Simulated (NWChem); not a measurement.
# PBE0/SBKJC-VDZ (core potential) run of C3H7Br (1-bromopropane)

Aim: the vertical ionisation energy of C3H7Br (1-bromopropane) at PBE0/SBKJC-VDZ (core potential), from 2 runs. 

The calculation is run with NWChem 7.3.0.

3 further runs of the same task are left out: 2 that didn't finish, 1 set aside as unsound or not needed.

## Step 1: Starting point

C3H7Br: 11 atoms, total charge 0, spin state singlet. SMILES: `CCCBr`. The shape is that of a PBE0-D4/def2-TZVP optimisation. This is one conformer, not always the lowest.

Bond lengths: C1–C2 1.517 Å, C2–C3 1.510 Å, C3–Br4 1.953 Å, C1–H5 1.092 Å, C1–H6 1.092 Å, C1–H7 1.093 Å, C2–H8 1.094 Å, C2–H9 1.098 Å, C3–H10 1.089 Å, C3–H11 1.088 Å. Some angles: C1–C2–C3 114.2°, C2–C3–Br4 112.5°, C1–C2–H8 110.4°, C1–C2–H9 109.7°, C3–C2–H8 109.3°, C3–C2–H9 106.4°, C2–C1–H5 111.0°, C2–C1–H6 110.9°, C2–C1–H7 111.1°, C2–C3–H10 112.1°.

## Step 2: The energy at PBE0/SBKJC-VDZ (core potential)

Contents of input.nw:

```
START input
TITLE "C3H7Br PBE0"
memory stack 880 mb heap 220 mb global 1100 mb

GEOMETRY noautosym nocenter noautoz
   C       -0.555400       1.176300       0.174600
   C       -0.232700      -0.258200       0.548300
   C        0.751200      -0.933400      -0.376500
   Br       0.042600      -1.165200      -2.181600
   H       -1.020500       1.228900      -0.811600
   H       -1.242800       1.621500       0.896400
   H        0.349400       1.789900       0.151000
   H       -1.148000      -0.854800       0.598800
   H        0.212600      -0.288200       1.551000
   H        1.664500      -0.352300      -0.499500
   H        1.004600      -1.937400      -0.042700
END

BASIS spherical bse
   C library SBKJC-VDZ
   Br library SBKJC-VDZ
   H library SBKJC-VDZ
END

ECP bse
   C library SBKJC-VDZ
   Br library SBKJC-VDZ
END

DFT
   xc pbe0
   grid fine
   convergence energy 1e-08
   iterations 100
   mulliken
   noprint "final vectors analysis"
END

TASK dft
```

Launch:

```console
$ nwchem input.nw > input.out
```

Log:

```text
[...]
          Wavefunction type:  closed shell.
          No. of atoms     :    11
          No. of electrons :    26
[...]
          Charge           :     0
          Spin multiplicity:     1
[...]
          AO basis - number of functions:    46
[...]
              XC Information
              --------------
                         PBE0 Method XC Functional
                     Hartree-Fock (Exact) Exchange  0.250
          PerdewBurkeErnzerhof Exchange Functional  0.750
            Perdew 1991 LDA Correlation Functional  1.000 local
           PerdewBurkeErnz. Correlation Functional  1.000 non-local
[...]
 d= 0,ls=0.0,diis     1    -34.4525074227 -1.05D+02  2.60D-02  1.90D-01     1.0
[...]
 d= 0,ls=0.0,diis     8    -34.4895086290 -1.04D-09  2.32D-06  4.47D-09     5.8
         Total DFT energy =      -34.489508628952
      One electron energy =     -190.850761241729
           Coulomb energy =       96.527222293450
    Exchange-Corr. energy =      -10.367108798358
 Nuclear repulsion energy =       70.201139117685
[...]
      Total Density - Mulliken Population Analysis
     ---------------------------------------------
    Atom       Charge   Shell Charges
 -----------   ------   -------------------------------------------------------
    1 C    4     4.46   1.13  2.73  0.05  0.55
    2 C    4     4.10   1.13  2.68 -0.19  0.48
    3 C    4     4.60   1.15  2.61  0.17  0.66
    4 Br   7     7.02   1.75  4.09  0.24  0.93
    5 H    1     0.84   0.45  0.39
    6 H    1     0.84   0.46  0.38
    7 H    1     0.86   0.46  0.41
    8 H    1     0.84   0.46  0.39
    9 H    1     0.87   0.46  0.41
   10 H    1     0.80   0.46  0.34
[...]
```

It took 6.6 s on 1 thread of Intel Xeon 6975P-C (Granite Rapids), shared host; peak memory 0.12 GiB.

## Step 3: The doublet cation at the same level

Contents of mol.nw:

```
start mol
memory stack 880 mb heap 220 mb global 1100 mb
charge 1
geometry noautosym nocenter noautoz
   C       -0.555400       1.176300       0.174600
   C       -0.232700      -0.258200       0.548300
   C        0.751200      -0.933400      -0.376500
   Br       0.042600      -1.165200      -2.181600
   H       -1.020500       1.228900      -0.811600
   H       -1.242800       1.621500       0.896400
   H        0.349400       1.789900       0.151000
   H       -1.148000      -0.854800       0.598800
   H        0.212600      -0.288200       1.551000
   H        1.664500      -0.352300      -0.499500
   H        1.004600      -1.937400      -0.042700
end
basis spherical bse
   * library SBKJC-VDZ
end
ecp bse
   C library SBKJC-VDZ
   Br library SBKJC-VDZ
end
dft
   xc pbe0
   mult 2
   grid fine
   convergence energy 1e-08
   iterations 100
   mulliken
   print low
end
task dft
```

Launch:

```console
$ nwchem mol.nw > mol.out
```

Log:

```text
[...]
 d= 0,ls=0.0,diis     1    -34.0614443606 -1.04D+02  1.58D-02  8.23D-02     1.4
[...]
 d= 0,ls=0.0,diis    21    -34.1136394157 -5.34D-09  2.44D-07  5.65D-11    24.3
[...]
         Total DFT energy =      -34.113639415750
      One electron energy =     -185.022243830731
           Coulomb energy =       90.745899988563
    Exchange-Corr. energy =      -10.038434691267
 Nuclear repulsion energy =       70.201139117685
[...]
      Total Density - Mulliken Population Analysis
     ---------------------------------------------
    Atom       Charge   Shell Charges
 -----------   ------   -------------------------------------------------------
    1 C    4     4.43   1.14  2.73  0.09  0.47
    2 C    4     4.12   1.13  2.69 -0.15  0.44
    3 C    4     4.67   1.17  2.60  0.22  0.67
    4 Br   7     6.35   1.80  3.89  0.21  0.45
    5 H    1     0.86   0.45  0.41
    6 H    1     0.77   0.45  0.32
    7 H    1     0.82   0.45  0.37
    8 H    1     0.81   0.45  0.35
    9 H    1     0.79   0.44  0.34
   10 H    1     0.71   0.44  0.26
[...]
      <S2> =      0.7516 (Exact =     0.7500)
[...]
```

Wall time 25 s (1 thread of Intel Xeon 6975P-C (Granite Rapids), shared host); peak memory 0.12 GiB.

## Step 4: Outcome

Level: PBE0/SBKJC-VDZ (core potential).

| quantity | value |
| --- | --- |
| singlet C3H7Br: total energy | -34.48951 Eh |
| singlet C3H7Br: dipole moment | 2.41 D |
| doublet cation: total energy | -34.11364 Eh |
| doublet cation: ⟨S²⟩ | 0.752 |
| vertical ionisation energy (to the doublet cation) | 10.228 eV |

**Reading.** Removing an electron at fixed nuclei costs 10.23 eV (236 kcal/mol). Mulliken charges (singlet C3H7Br) run from -0.60 on C3 to +0.22 on H11.
